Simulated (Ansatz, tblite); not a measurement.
# Sn6: rung by rung

The task here is to estimate one member of a computed series from the others.

Method: as each input shows; program: Ansatz 0.2.0, Gaussian basis.

Plan: GFN1-xTB, GFN2-xTB, PBE-D4/def2-TZVP, r2SCAN-D4/def2-TZVP, revPBE-D4/def2-TZVP, BHLYP-D4/def2-TZVP, HSE06-D4/def2-TZVP, PBE-D4/def2-SVP, PBE0-D4/def2-SVP, CCSD(T)/def2-SVP, MP2/def2-TZVP, RPA/def2-TZVP.

2 further runs of the same task are left out: 2 set aside as unsound or not needed.

**The geometry**

The singlet was relaxed beforehand with PBE-D4/def2-SVP.

6 atoms, charge 0, spin multiplicity 1.

Bond lengths: Sn1–Sn2 2.933 Å, Sn1–Sn3 2.933 Å, Sn1–Sn5 2.933 Å, Sn1–Sn6 2.933 Å, Sn2–Sn4 2.933 Å, Sn3–Sn4 2.933 Å, Sn4–Sn5 2.933 Å, Sn4–Sn6 2.933 Å. Angles: Sn2–Sn1–Sn3 70.0°, Sn2–Sn1–Sn5 70.0°, Sn2–Sn1–Sn6 108.4°, Sn3–Sn1–Sn5 108.4°, Sn3–Sn1–Sn6 70.0°, Sn5–Sn1–Sn6 70.0°, Sn1–Sn2–Sn4 71.6°, Sn1–Sn3–Sn4 71.6°, Sn2–Sn4–Sn3 70.0°, Sn2–Sn4–Sn5 70.0°, Sn2–Sn4–Sn6 108.4°, Sn3–Sn4–Sn5 108.4°, Sn3–Sn4–Sn6 70.0°, Sn5–Sn4–Sn6 70.0°, Sn1–Sn5–Sn4 71.6°, Sn1–Sn6–Sn4 71.6°.

Sn takes a core potential in the def2 sets. No spin-orbit coupling is included.

PBE0-D4/def2-TZVP was run before; its log isn't repeated, and its numbers join the tables.

Set-up of the first run:

Tight binding, by tblite at 300 K electronic temperature and without a spin-polarisation term:

```python
tblite.interface.Calculator('GFN1-xTB', numbers, positions, charge=0, uhf=0).singlepoint()
```

Tight binding, by tblite at 300 K electronic temperature and without a spin-polarisation term:

```python
tblite.interface.Calculator('GFN2-xTB', numbers, positions, charge=0, uhf=0).singlepoint()
```

start.molden holds the orbitals of an earlier run on this state, given as this run's starting guess.

in.yaml

```yaml
crystal:
  periodic: [false, false, false]
  atoms:
    - {symbol: Sn, position_ang: [0.456821, 1.385602, -0.902874]}
    - {symbol: Sn, position_ang: [-2.217414, 0.844124, 0.173616]}
    - {symbol: Sn, position_ang: [0.584367, 1.120678, 2.015428]}
    - {symbol: Sn, position_ang: [-0.456419, -1.385629, 0.903128]}
    - {symbol: Sn, position_ang: [-0.584921, -1.120648, -2.015101]}
    - {symbol: Sn, position_ang: [2.217566, -0.844127, -0.174196]}
basis:
  gaussian: {orbitals: def2-TZVP, initial_orbitals: start.molden}
hamiltonian: {xc: pbe, dispersion: d4}
scf: {omitted_lower_state_checks: [starts]}
output: {orbitals: {seedname: orbitals}}
```

Command:

```bash
> ansatz run in.yaml --threads 2 --pin off --events-out ev --progress --plain --max-ram 32768MiB --backend cuda --devices 0, --max-vram 18GiB
```

Steps of the session up to this table: PBE-D4/def2-TZVP; r2SCAN-D4/def2-TZVP; revPBE-D4/def2-TZVP; BHLYP-D4/def2-TZVP; HSE06-D4/def2-TZVP; PBE-D4/def2-SVP; PBE0-D4/def2-SVP; CCSD(T)/def2-SVP; MP2/def2-TZVP; RPA/def2-TZVP.

One of the session's tables, all rows but one given; the rest of the session is left out.

It belongs to the step «Binding energy». 

| method | binding an atom (eV) |
| --- | --- |
| HF/def2-SVP | 1.058 |
| HF/def2-TZVP | 1.112 |
| PBE-D4/def2-SVP | 2.741 |
| PBE-D4/def2-TZVP | 2.760 |
| revPBE-D4/def2-TZVP | 2.587 |
| r2SCAN-D4/def2-TZVP | 2.616 |
| PBE0-D4/def2-SVP | 2.583 |
| PBE0-D4/def2-TZVP | 2.616 |
| HSE06-D4/def2-TZVP | 2.624 |
| BHLYP-D4/def2-TZVP | 2.390 |
| RPA/def2-TZVP | ? |
| MP2/def2-SVP | 2.539 |
| MP2/def2-TZVP | 2.912 |
| CCSD/def2-SVP | 2.055 |
| CCSD(T)/def2-SVP | 2.252 |

**Question.** Estimate the row for RPA/def2-TZVP.

The run gave: binding an atom (eV): 2.311. In the column «binding an atom (eV)» it lies between CCSD(T)/def2-SVP (2.252) and BHLYP-D4/def2-TZVP (2.390).

Limits of these values: Free atoms were run apart at each level; binding is atoms less cluster, divided by the number of atoms, without zero-point or spin-orbit terms.
